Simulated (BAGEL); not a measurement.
# C2H3BO2 (SMILES C#CB(O)O): a chain of runs

Wanted: energy and gradient (RI-MP2/pcseg-0), then energy and gradient (RI-MP2/pcseg-1), then energy and gradient (RI-MP2/aug-pcseg-1), then energy and forces (RI-MP2/pcseg-2) of C2H3BO2. 

The calculation is run with BAGEL 1.2.2.

**1. The system as given**

The species is C2H3BO2 (8 atoms), meant as a singlet with charge 0. As SMILES, `C#CB(O)O`. The shape is that of a GFN2-xTB optimisation. This is one conformer, not always the lowest.

Bond lengths: C1–C2 1.201 Å, C2–B3 1.531 Å, B3–O4 1.356 Å, B3–O5 1.356 Å, C1–H6 1.051 Å, O4–H7 0.957 Å, O5–H8 0.958 Å. Angles: C1–C2–B3 179.9°, C2–B3–O4 117.9°, C2–B3–O5 117.8°, O4–B3–O5 124.4°, C2–C1–H6 179.9°, B3–O4–H7 117.1°, B3–O5–H8 117.1°.

**2. Energy and forces at RI-MP2/pcseg-0 (density fitting with tzvpp-jkfit, property dipole) (run 1)**

File calc.json:

```json
{ "bagel" : [

{
  "title" : "molecule",
  "basis" : "pcseg-0.json",
  "df_basis" : "tzvpp-jkfit",
  "angstrom" : "true",
  "geometry" : [
    { "atom" : "C", "xyz" : [      -0.734730,       1.512000,       1.543880 ] },
    { "atom" : "C", "xyz" : [      -0.346440,       0.717740,       0.730450 ] },
    { "atom" : "B", "xyz" : [       0.146010,      -0.297350,      -0.305140 ] },
    { "atom" : "O", "xyz" : [       0.575010,       0.175250,      -1.501470 ] },
    { "atom" : "O", "xyz" : [       0.124000,      -1.609550,       0.036390 ] },
    { "atom" : "H", "xyz" : [      -1.075860,       2.206700,       2.255580 ] },
    { "atom" : "H", "xyz" : [       0.879890,      -0.468420,      -2.141120 ] },
    { "atom" : "H", "xyz" : [       0.432130,      -2.236370,      -0.618570 ] }
  ]
},

{
  "title" : "force",
  "method" : [
    { "title" : "mp2", "charge" : 0, "ncore" : 5 }
  ]
}

]}
```

The basis set pcseg-0 is read from a file made from the Basis Set Exchange's data (not shown).

Launch:

```bash
$ BAGEL_NUM_THREADS=1 BAGEL calc.json > calc.out
```

What it wrote:

```text
* using 1 threads per process

  ===============================================================
  ===============================================================

  *** Geometry ***

  { "atom" : "C", "xyz" : [     -1.388438,      2.857266,      2.917510 ] },
  { "atom" : "C", "xyz" : [     -0.654677,      1.356332,      1.380350 ] },
  { "atom" : "B", "xyz" : [      0.275919,     -0.561910,     -0.576631 ] },
[... 4 lines of this table left out ...]
  { "atom" : "H", "xyz" : [      0.816607,     -4.226127,     -1.168928 ] },

  Number of auxiliary basis functions:      433

  Since a DF basis is specified, we compute 2- and 3-index integrals:
    o Being stored without compression. Storage requirement is 0.009 GB

[... 20 lines left out ...]
    * SCF iteration converged.
[... 1 line left out ...]
    * Permanent dipole moment:
[... 6 lines left out ...]
      MP2 correlation energy:   -0.4668794601
[... 1 line left out ...]
    * Permanent dipole moment: MP2 unrelaxed
[... 10 lines left out ...]
    * Permanent dipole moment: MP2 relaxed
[... 2 lines left out ...]
  * Nuclear energy gradient

    o Atom   0
        x          0.0143446673
        y         -0.0293109389
        z         -0.0299924472
    o Atom   1
        x         -0.0160285445
        y          0.0327432996
        z          0.0335818442
    o Atom   2
        x          0.0152920748
        y         -0.0315977085
        z         -0.0323758974
    o Atom   3
        x         -0.0058161766
        y         -0.0339076380
        z          0.0222694660
    o Atom   4
        x          0.0093409169
        y          0.0266056462
        z         -0.0295707640
    o Atom   5
        x          0.0061954438
        y         -0.0127319269
        z         -0.0130229060
    o Atom   6
        x         -0.0131439644
        y          0.0184961004
        z          0.0295143059
    o Atom   7
        x         -0.0101844173
        y          0.0297031662
        z          0.0195963985

    * METHOD: FORCE                                3.21

  ===============================================================
```

Run time: 4.2 s. Hardware: 1 thread of Intel Xeon at 2.50GHz (Skylake/Cascade Lake), shared host; peak memory 0.1 GiB.

**3. Energy and forces at RI-MP2/pcseg-1 (density fitting with tzvpp-jkfit, property dipole) (run 2)**

File input.json:

```json
{ "bagel": [

{
  "title": "molecule",
  "basis": "pcseg-1.json",
  "df_basis": "tzvpp-jkfit",
  "angstrom": "true",
  "geometry": [
    { "atom": "C", "xyz": [      -0.734730,       1.512000,       1.543880 ] },
    { "atom": "C", "xyz": [      -0.346440,       0.717740,       0.730450 ] },
    { "atom": "B", "xyz": [       0.146010,      -0.297350,      -0.305140 ] },
    { "atom": "O", "xyz": [       0.575010,       0.175250,      -1.501470 ] },
    { "atom": "O", "xyz": [       0.124000,      -1.609550,       0.036390 ] },
    { "atom": "H", "xyz": [      -1.075860,       2.206700,       2.255580 ] },
    { "atom": "H", "xyz": [       0.879890,      -0.468420,      -2.141120 ] },
    { "atom": "H", "xyz": [       0.432130,      -2.236370,      -0.618570 ] }
  ]
},

{
  "title": "force",
  "method": [
    {
      "title": "mp2",
      "ncore": 5
    }
  ]
}

]}
```

The basis set pcseg-1 is read from a file made from the Basis Set Exchange's data (not shown).

Launch:

```bash
$ BAGEL_NUM_THREADS=1 BAGEL input.json > input.out
```

What it wrote:

```text
* using 1 threads per process

  ===============================================================
  ===============================================================

  *** Geometry ***

  { "atom" : "C", "xyz" : [     -1.388438,      2.857266,      2.917510 ] },
  { "atom" : "C", "xyz" : [     -0.654677,      1.356332,      1.380350 ] },
  { "atom" : "B", "xyz" : [      0.275919,     -0.561910,     -0.576631 ] },
[... 4 lines of this table left out ...]
  { "atom" : "H", "xyz" : [      0.816607,     -4.226127,     -1.168928 ] },

  Number of auxiliary basis functions:      433

  Since a DF basis is specified, we compute 2- and 3-index integrals:
    o Being stored without compression. Storage requirement is 0.025 GB

[... 20 lines left out ...]
    * SCF iteration converged.
[... 1 line left out ...]
    * Permanent dipole moment:
[... 6 lines left out ...]
      MP2 correlation energy:   -0.6969274436
[... 1 line left out ...]
    * Permanent dipole moment: MP2 unrelaxed
[... 10 lines left out ...]
    * Permanent dipole moment: MP2 relaxed
[... 2 lines left out ...]
  * Nuclear energy gradient

    o Atom   0
        x          0.0111360801
        y         -0.0227017183
        z         -0.0232436685
    o Atom   1
        x         -0.0147127206
        y          0.0300915226
        z          0.0308518468
    o Atom   2
        x          0.0001936038
        y         -0.0004168106
        z         -0.0006089396
    o Atom   3
        x         -0.0009771565
        y         -0.0152934913
        z          0.0059164788
    o Atom   4
        x          0.0047029257
        y          0.0076639454
        z         -0.0135438128
    o Atom   5
        x          0.0048017316
        y         -0.0099099768
        z         -0.0101252803
    o Atom   6
        x         -0.0021749919
        y          0.0070504666
        z          0.0039889584
    o Atom   7
        x         -0.0029694722
        y          0.0035160624
        z          0.0067644173

    * METHOD: FORCE                                6.07

  ===============================================================
```

Wall time 7.2 s (1 thread of Intel Xeon at 2.50GHz (Skylake/Cascade Lake), shared host); peak memory 0.17 GiB.

Run 3 isn't shown in full; the table further down has it.

**4. Energy and forces at RI-MP2/pcseg-2 (density fitting with tzvpp-jkfit, property dipole) (run 4)**

File job.json:

```json
{ "bagel" : [

{
  "title" : "molecule",
  "basis" : "pcseg-2.json",
  "df_basis" : "tzvpp-jkfit",
  "angstrom" : true,
  "geometry" : [
    { "atom" : "C", "xyz" : [      -0.734730,       1.512000,       1.543880 ] },
    { "atom" : "C", "xyz" : [      -0.346440,       0.717740,       0.730450 ] },
    { "atom" : "B", "xyz" : [       0.146010,      -0.297350,      -0.305140 ] },
    { "atom" : "O", "xyz" : [       0.575010,       0.175250,      -1.501470 ] },
    { "atom" : "O", "xyz" : [       0.124000,      -1.609550,       0.036390 ] },
    { "atom" : "H", "xyz" : [      -1.075860,       2.206700,       2.255580 ] },
    { "atom" : "H", "xyz" : [       0.879890,      -0.468420,      -2.141120 ] },
    { "atom" : "H", "xyz" : [       0.432130,      -2.236370,      -0.618570 ] }
  ]
},

{
  "title" : "force",
  "method" : [
    {
      "title" : "mp2",
      "ncore" : 5
    }
  ]
}

]}
```

The basis set pcseg-2 is read from a file made from the Basis Set Exchange's data (not shown).

Launch:

```bash
$ BAGEL_NUM_THREADS=1 BAGEL job.json > job.out
```

What it wrote:

```text
* using 1 threads per process

  ===============================================================
  ===============================================================

  *** Geometry ***

  { "atom" : "C", "xyz" : [     -1.388438,      2.857266,      2.917510 ] },
  { "atom" : "C", "xyz" : [     -0.654677,      1.356332,      1.380350 ] },
  { "atom" : "B", "xyz" : [      0.275919,     -0.561910,     -0.576631 ] },
[... 4 lines of this table left out ...]
  { "atom" : "H", "xyz" : [      0.816607,     -4.226127,     -1.168928 ] },

  Number of auxiliary basis functions:      433

  Since a DF basis is specified, we compute 2- and 3-index integrals:
    o Being stored without compression. Storage requirement is 0.128 GB

[... 20 lines left out ...]
    * SCF iteration converged.
[... 1 line left out ...]
    * Permanent dipole moment:
[... 6 lines left out ...]
      MP2 correlation energy:   -0.8537768679
[... 1 line left out ...]
    * Permanent dipole moment: MP2 unrelaxed
[... 10 lines left out ...]
    * Permanent dipole moment: MP2 relaxed
[... 2 lines left out ...]
  * Nuclear energy gradient

    o Atom   0
        x          0.0067328213
        y         -0.0136810615
        z         -0.0139947452
    o Atom   1
        x         -0.0088331930
        y          0.0180840250
        z          0.0185337839
    o Atom   2
        x          0.0003518285
        y         -0.0007459807
        z         -0.0009299310
    o Atom   3
        x         -0.0027835133
        y         -0.0090463696
        z          0.0091725445
    o Atom   4
        x          0.0020738259
        y          0.0106082657
        z         -0.0074472431
    o Atom   5
        x          0.0025553913
        y         -0.0053316691
        z         -0.0054388415
    o Atom   6
        x          0.0003717863
        y          0.0018912527
        z         -0.0013964669
    o Atom   7
        x         -0.0004689470
        y         -0.0017784625
        z          0.0015008993

    * METHOD: FORCE                               23.80

  ===============================================================
```

It took 26 s on 1 thread of Intel Xeon at 2.50GHz (Skylake/Cascade Lake), shared host; peak memory 0.55 GiB.

**5. The series**

```csv
run,level,energy (Eh),dipole moment (D),correlation energy (mEh),largest force (eV/Å),wall time
1,"RI-MP2/pcseg-0 (density fitting with tzvpp-jkfit, property dipole)",-251.694538,3.13,-466.9,2.549,4.2 s
2,"RI-MP2/pcseg-1 (density fitting with tzvpp-jkfit, property dipole)",-252.580629,2.68,-696.9,2.342,7.2 s
3,"RI-MP2/aug-pcseg-1 (density fitting with tzvpp-jkfit, property dipole)",-252.624593,2.29,-725.1,2.572,15 s
4,"RI-MP2/pcseg-2 (density fitting with tzvpp-jkfit, property dipole)",-252.901234,2.38,-853.8,1.407,26 s
```

Convergence of the total energy of singlet C2H3BO2 with the basis set, against the last point:

| basis set | from the last (mEh) | wall time |
| --- | --- | --- |
| pcseg-0 | +1206.697 | 4.2 s |
| pcseg-1 | +320.606 | 7.2 s |
| aug-pcseg-1 | +276.642 | 15 s |
| pcseg-2 | +0.000 | 26 s |

Convergence of the dipole moment (of the density that the program reports) of singlet C2H3BO2 with the basis set, against the last point:

| basis set | from the last (D) | wall time |
| --- | --- | --- |
| pcseg-0 | +0.7546 | 4.2 s |
| pcseg-1 | +0.2980 | 7.2 s |
| aug-pcseg-1 | -0.0842 | 15 s |
| pcseg-2 | +0.0000 | 26 s |

**6. Summary of results**

| quantity | value |
| --- | --- |
| run 4, RI-MP2/pcseg-2: total energy | -252.90123 Eh |
| run 4, RI-MP2/pcseg-2: dipole moment (of the density that the program reports) | 2.38 D |
| run 4, RI-MP2/pcseg-2: correlation energy (5 core orbitals frozen) | -853.8 mEh |
| run 4, RI-MP2/pcseg-2: largest force on an atom | 1.407 eV/Å |

In words: The dipole moment (its size) runs from 2.29 D (RI-MP2/aug-pcseg-1) to 3.13 D (RI-MP2/pcseg-0). All runs together took 52 s, the longest 26 s.
